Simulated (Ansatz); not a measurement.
What does this script print? It uses the Python package of Ansatz (0.2.0).

Contents of `albrfh3osi.xyz`:
```text
8

F    -2.46670   -0.48080    1.21720
Al   -0.78440    0.02450    1.34490
Br   -0.19850    1.98320    2.52920
O     0.58340   -0.96810    0.50560
Si    0.67840   -0.30740   -1.07870
H    -0.59410   -0.37920   -1.80060
H     1.72670   -1.05080   -1.79700
H     1.14720    1.12130   -0.97630
```

`bde.py`:
```python
import ansatz

BASIS_SET = "def2-SVPD"
XC = "pbe0"


def energy(molecule, charge=0, unpaired=0):
    calc = molecule.calculation().basis(gaussian=BASIS_SET).functional(XC)
    if charge:
        calc = calc.charge(charge)
    if unpaired:
        calc = calc.spin("collinear", total=unpaired)
    report = calc.run().report
    if report["published_state_doubts"]:
        print("  doubts:", report["published_state_doubts"])
    return report["free_energy_ev"]

def without(molecule, index):
    rest = ansatz.Crystal.molecule()
    for i, site in enumerate(molecule.cartesian_sites):
        if i != index:
            rest = rest.atom(site.symbol, site.position_ang)
    return rest


def main() -> None:
    system = ansatz.Crystal.molecule_from_extxyz("albrfh3osi.xyz")

    whole = energy(system, 0)
    hydrogen = energy(ansatz.Crystal.molecule().atom("H", (0, 0, 0)), 0, 1)
    print(f"E(molecule) = {whole:.5f} eV, E(H) = {hydrogen:.5f} eV")
    for index in [7]:
        radical = energy(without(system, index), 0, 1)
        print(f"H{index}: homolysis {(radical + hydrogen - whole):.3f} eV")


if __name__ == "__main__":
    main()
```

```console
$ python bde.py
E(molecule) = -89303.27391 eV, E(H) = -13.61361 eV
H7: homolysis 3.876 eV
```

What to keep in mind:
- Total energies depend on the basis set; only differences at equal settings carry meaning.
- The geometry is a force-field or estimated start, not a minimum of this method, and the basis set is short of its limit. All parts are taken at fixed geometry, without zero-point energy.
- The spin-orbit lowering of heavy atoms is left out.
- Run time: 7.3 s on 1 thread of AMD EPYC 9R45 96-Core Processor (Zen 5) (shared host), peak memory 0.64 GiB.
